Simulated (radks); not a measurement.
**Ca in [Ar] 4s2: an all-electron calculation**

An exercise on one series of results from a longer session: the logs are not shown, and one member is left open.

The numbers are computed with radks (a radial shooting solver on a logarithmic mesh, Libxc functionals) version 1 (scalar-relativistic Kohn-Sham, r2SCAN, spin-unpolarised, spherical densities, finite nucleus), except any that are marked as measured or tabulated.

### The atom as given

```
element            : calcium (Z = 20)
charge             : 0
electrons          : 20
configuration      : [Ar] 4s2
nuclear rms radius : 3.4776 fm
```

The outer shells:

Ca
```
[Ar] core
4s [↑↓]
```

Set-up of the first run:

Settings of this run:

```text
Z 20
configuration [Ar] 4s2 3d0 4p0 5s0 4f0
relativity scalar-relativistic
functional r2scan,r2scan
spin unpolarised
nucleus finite rms 3.4776 fm
c 137.035999084
```

Started as:

```
$ python run_ks.py task.json out
```

This one command runs every case of the session in turn.

One table of the session follows, with a row left open; its other results are not shown here.

It belongs to the step «Shells». From the orbitals of this run (lengths in bohr):

```
level      <r>  outermost maximum (interpolated)  90 % within  nodes
   1s  0.07685                            0.0503        0.137      0
   2s   0.3631                             0.299        0.565      1
   2p        ?                                 ?            ?      ?
   3s    1.157                             0.993         1.73      2
   3p    1.270                              1.05         1.96      1
   4s    4.079                              3.44         6.08      3
   3d    2.409                              1.27         4.52      0
   4p    5.115                              4.33         7.63      2
```

**Question.** Estimate the row for 2p.

**Answer.** <r>: 0.3273; outermost maximum (interpolated): 0.247; 90 % within: 0.539; nodes: 0. In the column «<r>» it lies between 1s (0.07685) and 2s (0.3631).
